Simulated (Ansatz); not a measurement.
**H₆N₃OTa: up Jacob's ladder to CCSD(T)**

An exercise on one series of results from a longer session: the logs are not shown, and one member is left open.

Method: functionals in def2-TZVPP, the program's frozen cores in correlated methods; program: Ansatz 0.2.0, Gaussian basis.

Levels to be run: LDA (SPW92), PBE-D4, revPBE-D4, BLYP-D4, r2SCAN-D4, B97M-V, PBE0-D4, B3LYP-D4, r2SCANh-D4, r2SCAN0-D4, HSE06-D4, BHLYP-D4, CAM-B3LYP-D4, LC-ωPBE, ωB97X-V, ωB97M-V, B2PLYP, PBE-QIDH; CCSD(T)/def2-SVP; CCSD(T)/def2-TZVPP; MP2/def2-QZVPP; extrapolation to the limit; RPA on PBE.

### The geometry

An earlier PBE0-D4 in a triple-zeta def2 set relaxation fixed the geometry. Ta takes the def2 core potential; no spin-orbit term is included.

SMILES `[NH2][Ta]([NH2])([NH2])=[O]`, 11 atoms, charge 0, spin multiplicity 1.

Atoms are counted from 1 here; the program's logs count them from 0.

Bond lengths: N1–Ta2 1.994 Å, N1–H6 1.009 Å, N1–H7 1.009 Å, Ta2–N3 1.994 Å, Ta2–N4 1.994 Å, Ta2–O5 1.721 Å, N3–H8 1.009 Å, N3–H9 1.009 Å, N4–H10 1.009 Å, N4–H11 1.009 Å. Angles: Ta2–N1–H6 123.7°, Ta2–N1–H7 126.3°, H6–N1–H7 109.7°, N1–Ta2–N3 110.7°, N1–Ta2–N4 110.7°, N1–Ta2–O5 108.2°, N3–Ta2–N4 110.7°, N3–Ta2–O5 108.2°, N4–Ta2–O5 108.2°, Ta2–N3–H8 126.3°, Ta2–N3–H9 123.7°, H8–N3–H9 109.7°, Ta2–N4–H10 126.3°, Ta2–N4–H11 123.7°, H10–N4–H11 109.7°.

As a file:

```mol
H6N3OTa
  3D, bonds by distance, orders not assigned

 11 10  0  0  0  0  0  0  0  0999 V2000
   -1.0689    1.5417    0.2751 N   0  0
    0.3779    0.1754    0.1490 Ta  0  0
   -0.0405   -1.4039    1.2919 N   0  0
    0.6627   -0.3789   -1.7450 N   0  0
    1.8363    0.8837    0.7255 O   0  0
   -0.9079    2.5056    0.5260 H   0  0
   -2.0607    1.3704    0.2029 H   0  0
   -0.7094   -2.1307    1.0855 H   0  0
    0.4732   -1.6421    2.1269 H   0  0
   -0.0544   -0.6355   -2.4070 H   0  0
    1.5574   -0.3427   -2.2101 H   0  0
  1  2  8  0
  2  3  8  0
  2  4  8  0
  2  5  8  0
  1  6  8  0
  1  7  8  0
  3  8  8  0
  3  9  8  0
  4 10  8  0
  4 11  8  0
M  END
```

The first run:

Contents of in.yaml:

```yaml
crystal:
  periodic: [false, false, false]
  atoms:
    - {symbol: N, position_ang: [-1.068877, 1.541664, 0.275060]}
    - {symbol: Ta, position_ang: [0.377868, 0.175438, 0.148964]}
    - {symbol: N, position_ang: [-0.040548, -1.403876, 1.291852]}
    - {symbol: N, position_ang: [0.662707, -0.378928, -1.744990]}
    - {symbol: O, position_ang: [1.836273, 0.883730, 0.725543]}
    - {symbol: H, position_ang: [-0.907858, 2.505604, 0.525967]}
    - {symbol: H, position_ang: [-2.060748, 1.370433, 0.202874]}
    - {symbol: H, position_ang: [-0.709443, -2.130733, 1.085458]}
    - {symbol: H, position_ang: [0.473226, -1.642066, 2.126934]}
    - {symbol: H, position_ang: [-0.054361, -0.635530, -2.407040]}
    - {symbol: H, position_ang: [1.557361, -0.342736, -2.210123]}
basis:
  gaussian: {orbitals: def2-TZVPP}
hamiltonian: {xc: lda}
output: {orbitals: {seedname: orbitals}}
```

Among the steps run: LDA; PBE-D4 (GGA); revPBE-D4 (GGA); BLYP-D4 (GGA); r2SCAN-D4 (meta-GGA); B97M-V (meta-GGA); PBE0-D4 (hybrid); B3LYP-D4 (hybrid); r2SCANh-D4 (hybrid); r2SCAN0-D4 (hybrid); HSE06-D4 (hybrid); BHLYP-D4 (hybrid); CAM-B3LYP-D4 (range-separated); LC-ωPBE-D4 (range-separated; the results give it without D4); ωB97X-V (range-separated); ωB97M-V (range-separated); B2PLYP (double hybrid); PBE-QIDH (double hybrid).

One table of the session follows, with a row left open; its other results are not shown here.

It belongs to the step «Frontier levels by functional». 

| functional | HOMO (eV) | gap (eV) |
| --- | --- | --- |
| LDA (SPW92) | -5.74 | 4.84 |
| PBE-D4 | -5.55 | 4.82 |
| revPBE-D4 | -5.47 | 4.84 |
| BLYP-D4 | -5.43 | 4.68 |
| r2SCAN-D4 | -5.85 | 5.40 |
| B97M-V | -5.90 | 5.22 |
| PBE0-D4 | -6.93 | 6.88 |
| B3LYP-D4 | -6.69 | 6.33 |
| r2SCANh-D4 | -6.37 | 6.25 |
| r2SCAN0-D4 | -7.15 | 7.42 |
| HSE06-D4 | -6.52 | 6.13 |
| BHLYP-D4 | -8.23 | 8.67 |
| CAM-B3LYP-D4 | -8.32 | 8.94 |
| LC-ωPBE | -9.71 | 11.55 |
| ωB97X-V | ? | ? |
| ωB97M-V | -9.22 | 10.36 |

**Question.** Estimate the row for ωB97X-V.

The run gave: HOMO (eV): -9.31; gap (eV): 10.93. In the column «HOMO (eV)» it lies between LC-ωPBE (-9.71) and ωB97M-V (-9.22).
